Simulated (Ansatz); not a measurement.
# Br− with CO: structure and interaction energy

Aim: relax the pair, then compute its interaction energy with counterpoise at many levels, up to CCSD(T).

Method: PBE0-D4 structure, single points in def2-TZVPPD; program: Ansatz 0.2.0, Gaussian basis.

Levels: PBE-D4, revPBE-D4, BLYP-D4, r2SCAN-D4, B97M-V, PBE0-D4, B3LYP-D4, HSE06-D4, wB97X-V, wB97M-V, B2PLYP, Hartree-Fock, MP2, CCSD, CCSD(T). The reference is CCSD(T) extrapolated to the basis limit. For elements past Ar these valence bases correlate outer-core shells poorly and lack relativity, so that limit is rough.

Correlated methods freeze the cores. Filled d shells of the heavier atoms are correlated. B3LYP uses VWN-RPA correlation. B2PLYP carries no dispersion term here.

163 further runs of the same task are left out: 163 set aside as unsound or not needed.

## 1. Starting geometry

The pair, from a GFN2-xTB docking trial: 3 atoms, charge -1, spin multiplicity 1.

Atoms are counted from 1 here; the program's logs count them from 0.

Bond lengths: C2–O3 1.167 Å.

Geometry (Å):

```xyz
3
charge -1, multiplicity 1
Br    0.0465   -0.0196   -1.8094
C     0.4476   -0.1887    0.6229
O    -0.4941    0.2083    1.1864
```

Atoms 1 to 1 are fragment A (Br−), the rest fragment B (CO).

## 2. A first relaxation in a small basis

The input, pre/in.yaml:

```yaml
crystal:
  periodic: [false, false, false]
  atoms:
    - {symbol: Br, position_ang: [0.046500, -0.019600, -1.809400]}
    - {symbol: C, position_ang: [0.447600, -0.188700, 0.622900]}
    - {symbol: O, position_ang: [-0.494100, 0.208300, 1.186400]}
basis:
  gaussian: {orbitals: def2-SVPD}
total_charge: -1
hamiltonian: {xc: pbe, dispersion: d4}
relax: {f_tol: 0.03, max_steps: 250}
```

The run is started by

```console
$ ansatz run in.yaml --threads 2 --pin off --events-out ev --progress --plain --max-ram 5222MiB
```

After this run come: Relaxation at PBE0-D4; wB97X-V/def2-TZVPPD; wB97M-V/def2-TZVPPD; B2PLYP/def2-TZVPPD; B97M-V/def2-TZVPPD; CCSD(T)/def2-TZVPPD; MP2/def2-QZVPPD; Vibrations of the pair.

What does the calculation give? Wanted: interaction energy, CCSD(T)/CBS; of it Hartree-Fock; D4 term of PBE0-D4; shortest contact; lowest wavenumber.

The runs gave:

| quantity | value |
| --- | --- |
| interaction energy, CCSD(T)/CBS | -10.52 kJ/mol |
| of it Hartree-Fock (basis limit) | -1.52 kJ/mol |
| D4 term of PBE0-D4 | -3.01 kJ/mol |
| shortest contact | Br1–C2 3.13 Å |
| lowest wavenumber | 80 cm⁻¹ |

**Reading.** The pair is bound by 10.52 kJ/mol at fixed fragment shapes. Hartree-Fock gives 14 % of it, so correlation, mostly dispersion, leads. Among the functionals wB97X-V lands nearest to CCSD(T)/CBS (-1.43 kJ/mol) and PBE-D4 farthest (-10.63 kJ/mol). Mean unsigned error by rung: GGA 8.84, meta-GGA 6.89, hybrid 5.77, screened hybrid 6.50, range-separated hybrid 1.58, double hybrid 2.47 kJ/mol. PBE-D4 gives an interaction energy 10.63 kJ/mol too low, an error of 101 % of the reference. CCSD(T) moves by -3.73 kJ/mol from triple zeta to the limit, a large step that makes the limit uncertain; gaps between functionals far smaller than that don't rank them. A lower arrangement may exist.
